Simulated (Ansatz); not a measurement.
# CH₂ClFOSi: small, medium and large basis sets

Aim: see how fast density functionals converge with the basis set for CH₂ClFOSi.

Method: one geometry, several basis sets; program: Ansatz 0.2.0, Gaussian basis.

The runs, in order: PBE0-D4/def2-SVP; ωB97M-V/def2-SVP; PBE0-D4/def2-QZVPP; ωB97M-V/def2-QZVPP; the functionals' def2-TZVPP values are taken from earlier runs.

### 1 The geometry

All runs share one geometry, relaxed beforehand with PBE0-D4 in a triple-zeta def2 set.

SMILES `F[Si]1(Cl)CO1`, 7 atoms, charge 0, spin multiplicity 1.

Atoms are counted from 1 here; the program's logs count them from 0.

Bond lengths: F1–Si2 1.576 Å, Si2–Cl3 2.011 Å, Si2–C4 1.780 Å, Si2–O5 1.622 Å, C4–O5 1.524 Å, C4–H6 1.087 Å, C4–H7 1.087 Å. Angles: F1–Si2–Cl3 107.3°, F1–Si2–C4 123.3°, F1–Si2–O5 118.2°, Cl3–Si2–C4 125.7°, Cl3–Si2–O5 119.2°, C4–Si2–O5 53.0°, Si2–C4–O5 58.2°, Si2–C4–H6 122.2°, Si2–C4–H7 122.8°, O5–C4–H6 111.7°, O5–C4–H7 111.9°, H6–C4–H7 113.7°, Si2–O5–C4 68.9°.

Geometry (Å):

```xyz
7
charge 0, multiplicity 1
F     0.2746   -1.4050    1.5969
Si   -0.1663   -0.7297    0.2431
Cl   -1.6757   -1.8255   -0.5081
C     0.1888    0.9664   -0.1645
O     0.9912   -0.1871   -0.7545
H     0.8034    1.5988    0.4712
H    -0.3548    1.5141   -0.9298
```

### 2 PBE0-D4 in def2-SVP

Input file in.yaml:

```yaml
crystal:
  periodic: [false, false, false]
  atoms:
    - {symbol: F, position_ang: [0.274584, -1.404953, 1.596854]}
    - {symbol: Si, position_ang: [-0.166341, -0.729679, 0.243130]}
    - {symbol: Cl, position_ang: [-1.675694, -1.825481, -0.508080]}
    - {symbol: C, position_ang: [0.188769, 0.966401, -0.164499]}
    - {symbol: O, position_ang: [0.991202, -0.187086, -0.754467]}
    - {symbol: H, position_ang: [0.803447, 1.598791, 0.471233]}
    - {symbol: H, position_ang: [-0.354769, 1.514107, -0.929769]}
basis:
  gaussian: {orbitals: def2-SVP}
hamiltonian: {xc: pbe0, dispersion: d4}
output: {orbitals: {seedname: orbitals}}
```

On the command line:

```sh
ansatz run in.yaml --threads 2 --pin off --events-out ev --progress --plain --max-ram 4352MiB
```

Further steps of the session: ωB97M-V in def2-SVP; PBE0-D4 in def2-QZVPP; ωB97M-V in def2-QZVPP.

**Question.** What will the summary of the whole plan be? Wanted: PBE0-D4: double and triple zeta above quadruple; ωB97M-V: double and triple zeta above quadruple.

The runs gave:

```
                                       quantity           value
PBE0-D4: double and triple zeta above quadruple  15.68, 0.98 eV
ωB97M-V: double and triple zeta above quadruple  15.72, 0.92 eV
```

What this shows: PBE0-D4 gains 14.71 eV from double to triple zeta, then 0.98 eV more. These are total energies; as a rule much of such shifts cancels in differences, which this series doesn't test. The LUMO of ωB97M-V is positive and keeps falling with the basis (2.04 to 1.22 eV): an unbound level that the basis holds in place.
